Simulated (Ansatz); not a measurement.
# SiC3: the cost of one run

Computed with Ansatz 0.2.0 (DFT PBE, scalar-relativistic, plane waves, PAW, unless a step's input says otherwise).

1 further run of the same task is left out (set aside as unsound or not needed).

## 1. The starting structure

Symmetry: P-6m2, No. 187, hexagonal system. Conventional cell: a = 2.511 Å, b = 2.511 Å, c = 6.720 Å, α = 90.00°, β = 90.00°, γ = 120.00°. Si (site symmetry -6m2) is surrounded by 6 Si at 2.51 Å. C (site symmetry -6m2) is surrounded by 6 C at 1.69 Å. C (site symmetry 3m) has 4 C at 1.69 to 1.72 Å as nearest neighbours.

Structure file:

```
CELL_PARAMETERS angstrom
2.51134 0.00000 0.00000
-1.25567 2.17488 0.00000
0.00000 0.00000 6.72022
ATOMIC_POSITIONS crystal
Si 0.33333 0.66667 0.50000
C 0.33333 0.66667 0.00000
C 0.66667 0.33333 0.12788
C 0.66667 0.33333 0.87212
```

It is the end of an earlier relaxation with the same method, from a generated guess; it is a trial structure. At a tolerance of 0.05 Å it has space group P-6m2 (No. 187); it has 9.18 Å³/atom, an uncorrected energy of +2.21 eV/atom over the elements.

## 2. Electronic structure at the relaxed geometry

Input file input.yaml:

```yaml
crystal:
  lattice:
    - [2.5113356477, 0.0, 0.0]
    - [-1.2556678239, 2.1748804683, 0.0]
    - [0.0, 0.0, 6.7202167816]
  atoms:
    - { symbol: Si, position: [0.3333333333, 0.6666666667, 0.5] }
    - { symbol: C, position: [0.3333333333, 0.6666666667, 0.0] }
    - { symbol: C, position: [0.6666666667, 0.3333333333, 0.1278833995] }
    - { symbol: C, position: [0.6666666667, 0.3333333333, 0.8721166005] }
basis:
  ecutwfc: 420
kpoints:
  mp_grid: { grid: [24, 24, 8] }
  band_path:
    path:
      - [[0.0, 0.0, 0.0], [0.5, 0.0, 0.0], [0.33333333, 0.33333333, 0.0], [0.0, 0.0, 0.0], [0.0, 0.0, 0.5], [0.5, 0.0, 0.5], [0.33333333, 0.33333333, 0.5], [0.0, 0.0, 0.5]]
      - [[0.5, 0.0, 0.5], [0.5, 0.0, 0.0]]
      - [[0.33333333, 0.33333333, 0.5], [0.33333333, 0.33333333, 0.0]]
    npoints: 14
hamiltonian:
  xc: pbe
scf:
  occupations: { method: gaussian, width: 0.1 }
  n_extra_bands: 10
output:
  forces: true
  stress: true
  eigenvalues: true
  populations: true
  dos: { projected: true, de: 0.02, nscf_kmesh: { grid: [29, 29, 10] } }
  bader: true
  write_density: true
  write_potential: true
  elf: true
  volumetric_format: npy
```

The run is started by

```console
ansatz run input.yaml --threads 1 --pin off --max-ram 2560MiB --backend cpu --events-out ev --progress --plain --runs-dir out
```

**Question.** How long does this run take on 1 thread of Intel Xeon at 2.70GHz, shared host, and how much memory does it need?

About 77 s, with a peak of 0.5 GiB.
